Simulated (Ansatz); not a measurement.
BH4NOSi, SMILES OB1N[SiH2]1, a single point in a Gaussian basis

With the Python package of Ansatz (0.2.0).

Contents of `bh4nosi.xyz`:
```text
8

O     0.73230    1.77670    0.92570
B     0.00200    0.61610    0.44060
N    -1.28160   -0.10280   -0.07880
Si    0.07930   -1.29370   -0.10490
H     1.00890    2.25640    0.07110
H    -1.40490    0.24200   -1.04460
H     0.17620   -2.13050    1.10900
H     0.78000   -1.42140   -1.37390
```

Run as a notebook:

```python
from pathlib import Path
import json

import ansatz
import numpy as np

BASIS = 'def2-TZVPP'
XC = 'b3lyp'
```

```python
system = ansatz.Crystal.molecule_from_extxyz('bh4nosi.xyz')
```

```python
base = (
    system.calculation()
    .basis(gaussian=BASIS)
    .functional(XC)
    .scf(lower_state_search='off')
    .forces()
    .orbitals()
)
outcome = base.run(runs_dir='out')
r = outcome.report
```

    

```python
r['mean_field']['state']['spin_squared']
```

    -1.8829382497642655e-13

```python
r['free_energy_ev']
```

    -12157.836027777928

```python
r['published_state_doubts']
```

    []

```python
print('reference energy %16.6f eV' % r['reference_energy_ev'])
print('total energy     %16.6f eV' % r['free_energy_ev'])
print('occupied (up, down):', r['n_occupied'], ' virtual:', r['n_virtual'], ' frozen:', r['n_frozen'])
```

    reference energy    -12157.836028 eV
    total energy        -12157.836028 eV
    occupied (up, down): [19, 19]  virtual: [172, 172]  frozen: 0

```python
field = r['mean_field']
print('<S^2> =', round(abs(field['state']['spin_squared']), 4), ' relativity:', field['relativity'])
print('passes:', field['passes'])
if 'symmetry' in field:
    print('occupied orbitals by irrep:', field['symmetry']['occupied'])
```

    <S^2> = 0.0  relativity: none
    passes: {'evaluations': 18, 'products': 0}
    occupied orbitals by irrep: [{'A': 19}, {'A': 19}]

```python
symbols = [site.symbol for site in system.cartesian_sites]
print('forces (eV/A)')
for symbol, f in zip(symbols, r['forces_ev_ang']):
    print(f'  {symbol:2s} {f[0]:9.4f} {f[1]:9.4f} {f[2]:9.4f}')
```

    forces (eV/A)
      O    -1.7129   -0.6958   -3.3274
      B     0.5156   -1.3926    0.4574
      N     2.1613    2.5169   -0.3820
      Si    0.8187    1.6190    1.6770
      H    -0.4835   -0.5974    1.9942
      H    -1.0225   -0.0871    0.5245
      H    -0.2812   -0.6634   -0.6214
      H     0.0045   -0.6998   -0.3224

```python
charges = r['charge_distribution']
print('dipole moment', round(4.803205 * float(np.linalg.norm(charges['dipole_moment_e_ang'])), 3), 'D')
print('Mulliken:', [(s, round(q, 3)) for s, q in zip(symbols, charges['mulliken_charges_e'])])
```

    dipole moment 2.698 D
    Mulliken: [('O', -0.332), ('B', 0.332), ('N', -0.306), ('Si', 0.057), ('H', 0.202), ('H', 0.13), ('H', -0.036), ('H', -0.046)]

```python
lines = Path(r['orbitals_path']).read_text().splitlines()
field_of = lambda key: [line.split('=')[1].strip() for line in lines if line.startswith(key)]
orbitals = [(27.211386 * float(e), s, float(n)) for e, s, n in zip(field_of('Ene='), field_of('Spin='), field_of('Occup='))]
homo = max(e for e, _, n in orbitals if n > 0.5)
lumo = min(e for e, _, n in orbitals if n < 0.5)
print(f'HOMO {homo:.3f} eV, LUMO {lumo:.3f} eV, gap {lumo - homo:.3f} eV')
with open('bh4nosi.json', 'w') as handle:
    json.dump({k: r[k] for k in ('free_energy_ev', 'reference_energy_ev', 'n_occupied', 'n_virtual')}, handle, indent=1)
```

    HOMO -5.379 eV, LUMO -1.120 eV, gap 4.259 eV

`bh4nosi.json`, as written:
```json
{
 "free_energy_ev": -12157.836027777928,
 "reference_energy_ev": -12157.836027777928,
 "n_occupied": [
  19,
  19
 ],
 "n_virtual": [
  172,
  172
 ]
}
```

Caveats:
- The settings weren't tested for convergence.
- The geometry is a force-field or estimated start, not a minimum of this method, and the basis set is short of its limit.
- b3lyp holds the VWN-RPA fit, as in Gaussian; the form of ORCA and Turbomole is b3lyp5.
- Levels such as HOMO and LUMO are orbital energies: with these approximate functionals they aren't the ionisation energy and electron affinity, and their gap isn't the fundamental gap.
- Wall time of the script: 9 s on 1 thread of Arm Neoverse N1 (shared host), peak memory 0.43 GiB.

(Lines on the test bed's own set-up are left out of the output.)
